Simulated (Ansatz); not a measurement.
# H₇NO₃Si₂: one species, many methods

One table from this session's results is given with a row withheld; the runs are named, their logs left out.

Computed with Ansatz 0.2.0, Gaussian basis. Level: functionals in def2-TZVPP, the program's frozen cores in correlated methods.

Levels to be run: PBE-D4, r2SCAN-D4, PBE0-D4, B3LYP-D4, ωB97X-V, ωB97M-V, B2PLYP; CCSD(T)/def2-TZVPP; MP2/def2-QZVPP; extrapolation to the limit.

## Structure used throughout

The geometry comes from an earlier relaxation with PBE0-D4 in a triple-zeta def2 set; it is a stationary point, not always the lowest conformer.

SMILES `O[SiH2]N[SiH](O)O`, 13 atoms, charge 0, spin multiplicity 1.

Atoms are counted from 1 here; the program's logs count them from 0.

Bond lengths: O1–Si2 1.638 Å, O1–H7 0.964 Å, Si2–N3 1.730 Å, Si2–H8 1.484 Å, Si2–H9 1.490 Å, N3–Si4 1.705 Å, N3–H10 1.011 Å, Si4–O5 1.640 Å, Si4–O6 1.654 Å, Si4–H11 1.478 Å, O5–H12 0.958 Å, O6–H13 0.961 Å. Angles: Si2–O1–H7 116.5°, O1–Si2–N3 107.8°, O1–Si2–H8 106.9°, O1–Si2–H9 112.2°, N3–Si2–H8 112.5°, N3–Si2–H9 109.3°, H8–Si2–H9 108.3°, Si2–N3–Si4 126.2°, Si2–N3–H10 118.2°, Si4–N3–H10 115.6°, N3–Si4–O5 104.9°, N3–Si4–O6 109.7°, N3–Si4–H11 115.6°, O5–Si4–O6 113.2°, O5–Si4–H11 111.0°, O6–Si4–H11 102.7°, Si4–O5–H12 117.4°, Si4–O6–H13 115.8°.

Geometry (Å):

```xyz
13

O    -1.0384    1.0727   -1.6880
Si    0.1728    1.7190   -0.7941
N     0.7911    0.4742    0.2356
Si    0.2289   -1.1334    0.3220
O     0.8078   -1.7052    1.7460
O    -1.4224   -1.1513    0.2346
H    -1.5815    0.4043   -1.2555
H     1.1912    2.2230   -1.7483
H    -0.2922    2.8629    0.0396
H     1.5608    0.7009    0.8499
H     0.6239   -2.0094   -0.8006
H     0.8429   -2.6560    1.8582
H    -1.8848   -0.8018    1.0006
```

Set-up of the first run:

in.yaml

```yaml
crystal:
  periodic: [false, false, false]
  atoms:
    - {symbol: O, position_ang: [-1.038436, 1.072707, -1.687978]}
    - {symbol: Si, position_ang: [0.172819, 1.718979, -0.794118]}
    - {symbol: N, position_ang: [0.791140, 0.474165, 0.235574]}
    - {symbol: Si, position_ang: [0.228878, -1.133381, 0.322022]}
    - {symbol: O, position_ang: [0.807786, -1.705185, 1.746040]}
    - {symbol: O, position_ang: [-1.422425, -1.151272, 0.234566]}
    - {symbol: H, position_ang: [-1.581486, 0.404334, -1.255547]}
    - {symbol: H, position_ang: [1.191199, 2.223030, -1.748310]}
    - {symbol: H, position_ang: [-0.292231, 2.862930, 0.039626]}
    - {symbol: H, position_ang: [1.560768, 0.700854, 0.849913]}
    - {symbol: H, position_ang: [0.623930, -2.009366, -0.800569]}
    - {symbol: H, position_ang: [0.842889, -2.656021, 1.858192]}
    - {symbol: H, position_ang: [-1.884842, -0.801774, 1.000579]}
basis:
  gaussian: {orbitals: def2-TZVPP}
hamiltonian: {xc: pbe, dispersion: d4}
output: {forces: true, orbitals: {seedname: orbitals}}
```

On the command line:

```sh
ansatz run in.yaml --threads 2 --pin off --events-out ev --progress --plain --max-ram 32768MiB --backend cuda --devices 0, --max-vram 18GiB
```

Among the steps run: PBE-D4 (GGA); r2SCAN-D4 (meta-GGA); PBE0-D4 (hybrid); B3LYP-D4 (hybrid); ωB97X-V (range-separated); ωB97M-V (range-separated); B2PLYP (double hybrid); CCSD(T) in def2-TZVPP; MP2 in def2-QZVPP.

One table of the session follows, with a row left open; its other results are not shown here.

It belongs to the step «Atomisation energies». 

```
            method  atomisation energy (kcal/mol)
            PBE-D4                         1179.3
         r2SCAN-D4                         1170.2
           PBE0-D4                         1155.7
          B3LYP-D4                         1168.8
           ωB97X-V                         1177.3
           ωB97M-V                         1177.9
            B2PLYP                         1158.8
     HF/def2-TZVPP                              ?
    MP2/def2-TZVPP                         1166.9
   CCSD/def2-TZVPP                         1123.9
CCSD(T)/def2-TZVPP                         1141.1
           MP2/CBS                         1206.2
       CCSD(T)/CBS                         1180.3
```

Estimate the missing values for HF/def2-TZVPP.

**Answer.** atomisation energy (kcal/mol): 826.6. In the column «atomisation energy (kcal/mol)» it is the lowest.

Limits of these values: Free atoms (3 O, 2 Si, 1 N, 7 H) were run apart at each level; the atomisation energy is their sum less the molecule, without zero-point or spin-orbit terms.
